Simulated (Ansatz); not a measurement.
# NiPS3: the cost of one run

Computed with Ansatz 0.2.0 (DFT PBEsol+U, scalar-relativistic, plane waves, PAW, unless a step's input says otherwise).

### 1 The system as given

The structure is monoclinic, space group C2/m (No. 12). The conventional cell has a = 5.798 Å, b = 10.038 Å, c = 6.600 Å, α = 90.00°, β = 106.92°, γ = 90.00°. Ni (site symmetry 2) has 6 S at 2.44 Å as nearest neighbours. Around P (site symmetry m) lie 3 S at 2.03 to 2.04 Å and 1 P at 2.16 Å. Around S (site symmetry 1) lie 1 P at 2.03 Å and 2 Ni at 2.44 Å. S (site symmetry m) has 1 P at 2.04 Å and 2 Ni at 2.44 Å as nearest neighbours.

As a file:

```xyz
20
Lattice="5.7985 0.0000 -0.0006 0.0000 10.0382 0.0000 -1.9200 0.0000 6.3144" Properties=species:S:1:pos:R:3 pbc="T T T"
Ni    0.0000    6.6914    0.0000
Ni    2.8992    1.6723   -0.0003
Ni    0.0000    3.3468    0.0000
Ni    2.8992    8.3659   -0.0003
P     0.0063    0.0000    1.0805
P     2.9055    5.0191    1.0802
P     0.9729    5.0191    5.2336
P     3.8722    0.0000    5.2333
S     0.9964    1.7193    1.5219
S     3.8957    6.7384    1.5216
S    -0.0172    6.7384    4.7922
S     2.8820    1.7193    4.7919
S     0.0599    0.0000    4.7878
S     2.9591    5.0191    4.7875
S     0.9193    5.0191    1.5264
S     3.8185    0.0000    1.5261
S     0.9964    8.3189    1.5219
S     3.8957    3.2998    1.5216
S    -0.0172    3.2998    4.7922
S     2.8820    8.3189    4.7919
```

### 2 Ne

input.yaml

```yaml
crystal:
  lattice:
    - [5.798482, 0.0, -0.000597]
    - [0.0, 10.038175, 0.0]
    - [-1.920038, 0.0, 6.314416]
  atoms:
    - { symbol: Ni, position: [0.0, 0.666595, 0.0], spin: 2.0 }
    - { symbol: Ni, position: [0.5, 0.166595, 0.0], spin: 2.0 }
    - { symbol: Ni, position: [0.0, 0.333405, 0.0], spin: -2.0 }
    - { symbol: Ni, position: [0.5, 0.833405, 0.0], spin: -2.0 }
    - { symbol: P, position: [0.057749, 0.0, 0.171129] }
    - { symbol: P, position: [0.557749, 0.5, 0.171129] }
    - { symbol: P, position: [0.442251, 0.5, 0.828871] }
    - { symbol: P, position: [0.942251, 0.0, 0.828871] }
    - { symbol: S, position: [0.251659, 0.171276, 0.241048] }
    - { symbol: S, position: [0.751659, 0.671276, 0.241048] }
    - { symbol: S, position: [0.248341, 0.671276, 0.758952] }
    - { symbol: S, position: [0.748341, 0.171276, 0.758952] }
    - { symbol: S, position: [0.26141, 0.0, 0.758252] }
    - { symbol: S, position: [0.76141, 0.5, 0.758252] }
    - { symbol: S, position: [0.23859, 0.5, 0.241748] }
    - { symbol: S, position: [0.73859, 0.0, 0.241748] }
    - { symbol: S, position: [0.251659, 0.828724, 0.241048] }
    - { symbol: S, position: [0.751659, 0.328724, 0.241048] }
    - { symbol: S, position: [0.248341, 0.328724, 0.758952] }
    - { symbol: S, position: [0.748341, 0.828724, 0.758952] }
magnetization:
  spin_polarized: true
scf:
  occupations: { method: gaussian, width: 0.02 }
output:
  forces: true
  stress: true
  populations: true
hamiltonian:
  hubbard: { sites: [{ species: Ni, l: d, u_eff: 2.0 }] }
  xc: pbesol
kpoints:
  mp_grid: { grid: [5, 3, 4] }
```

Command:

```sh
$ ansatz run input.yaml --threads 4 --pin off --max-ram 12288MiB --backend cpu --events-out ev --progress --plain --runs-dir out
```

What time and memory should one allow on 4 threads of Intel Xeon 6975P-C (Granite Rapids), shared host?

About 64 s, with a peak of 2.2 GiB.
